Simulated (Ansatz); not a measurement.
# C₂H₈SiSn: small, medium and large basis sets

The task here is to estimate one member of a computed series from the others.

Computed with Ansatz 0.2.0, Gaussian basis. Level: one geometry, several basis sets.

Levels to be run: PBE0-D4/def2-SVP; ωB97M-V/def2-SVP; PBE0-D4/def2-QZVPP; ωB97M-V/def2-QZVPP; the functionals' def2-TZVPP values are taken from earlier runs.

## The relaxed structure

The geometry comes from an earlier relaxation with PBE0-D4 in a triple-zeta def2 set; it is a stationary point, not always the lowest conformer. Sn takes the def2 core potential; no spin-orbit term is included.

SMILES `[CH2]1[SiH2][CH2][SnH2]1`, 12 atoms, charge 0, spin multiplicity 1.

Atoms are counted from 1 here; the program's logs count them from 0.

Bond lengths: C1–Si2 1.890 Å, C1–Sn4 2.175 Å, C1–H5 1.090 Å, C1–H6 1.090 Å, Si2–C3 1.890 Å, Si2–H7 1.491 Å, Si2–H8 1.491 Å, C3–Sn4 2.175 Å, C3–H9 1.090 Å, C3–H10 1.090 Å, Sn4–H11 1.709 Å, Sn4–H12 1.709 Å. Angles: Si2–C1–Sn4 89.3°, Si2–C1–H5 115.5°, Si2–C1–H6 115.4°, Sn4–C1–H5 113.6°, Sn4–C1–H6 113.5°, H5–C1–H6 108.7°, C1–Si2–C3 98.8°, C1–Si2–H7 112.4°, C1–Si2–H8 112.4°, C3–Si2–H7 112.4°, C3–Si2–H8 112.4°, H7–Si2–H8 108.3°, Si2–C3–Sn4 89.3°, Si2–C3–H9 115.4°, Si2–C3–H10 115.4°, Sn4–C3–H9 113.5°, Sn4–C3–H10 113.6°, H9–C3–H10 108.7° and more.

Coordinates:

```csv
atom,x (Å),y (Å),z (Å)
C1,-0.5072,0.1536,-1.3323
Si2,1.1324,0.5444,-0.4768
C3,0.7059,-0.0706,1.2590
Sn4,-1.2716,-0.6292,0.5471
H5,-0.4555,-0.5919,-2.1263
H6,-1.0606,1.0179,-1.7008
H7,1.4533,2.0000,-0.5011
H8,2.2771,-0.1984,-1.0769
H9,0.6888,0.6945,2.0358
H10,1.2959,-0.9158,1.6147
H11,-1.6102,-2.3039,0.5608
H12,-2.5713,0.2439,1.2310
```

The first run:

File in.yaml:

```yaml
crystal:
  periodic: [false, false, false]
  atoms:
    - {symbol: C, position_ang: [-0.507194, 0.153641, -1.332315]}
    - {symbol: Si, position_ang: [1.132365, 0.544428, -0.476771]}
    - {symbol: C, position_ang: [0.705918, -0.070563, 1.258958]}
    - {symbol: Sn, position_ang: [-1.271599, -0.629196, 0.547107]}
    - {symbol: H, position_ang: [-0.455472, -0.591918, -2.126321]}
    - {symbol: H, position_ang: [-1.060617, 1.017913, -1.700809]}
    - {symbol: H, position_ang: [1.453296, 2.000007, -0.501134]}
    - {symbol: H, position_ang: [2.277068, -0.198411, -1.076879]}
    - {symbol: H, position_ang: [0.688763, 0.694466, 2.035781]}
    - {symbol: H, position_ang: [1.295937, -0.915752, 1.614659]}
    - {symbol: H, position_ang: [-1.610168, -2.303864, 0.560779]}
    - {symbol: H, position_ang: [-2.571296, 0.243949, 1.231044]}
basis:
  gaussian: {orbitals: def2-SVP}
hamiltonian: {xc: pbe0, dispersion: d4}
output: {orbitals: {seedname: orbitals}}
```

Among the steps run: PBE0-D4 in def2-SVP; ωB97M-V in def2-SVP; PBE0-D4 in def2-QZVPP; ωB97M-V in def2-QZVPP.

One table of the session follows, with a row left open; its other results are not shown here.

It belongs to the step «Density functionals: the series». 

```
functional       basis  HOMO (eV)  LUMO (eV)
   PBE0-D4    def2-SVP      -7.43      -0.11
   PBE0-D4  def2-TZVPP      -7.44      -0.44
   PBE0-D4  def2-QZVPP          ?          ?
   ωB97M-V    def2-SVP      -9.50       1.58
   ωB97M-V  def2-TZVPP      -9.54       0.97
   ωB97M-V  def2-QZVPP      -9.54       0.75
```

**Question.** Estimate the row for PBE0-D4, def2-QZVPP.

As computed: HOMO (eV): -7.45; LUMO (eV): -0.51. In the column «HOMO (eV)» it lies between ωB97M-V, def2-SVP (-9.50) and PBE0-D4, def2-TZVPP (-7.44).
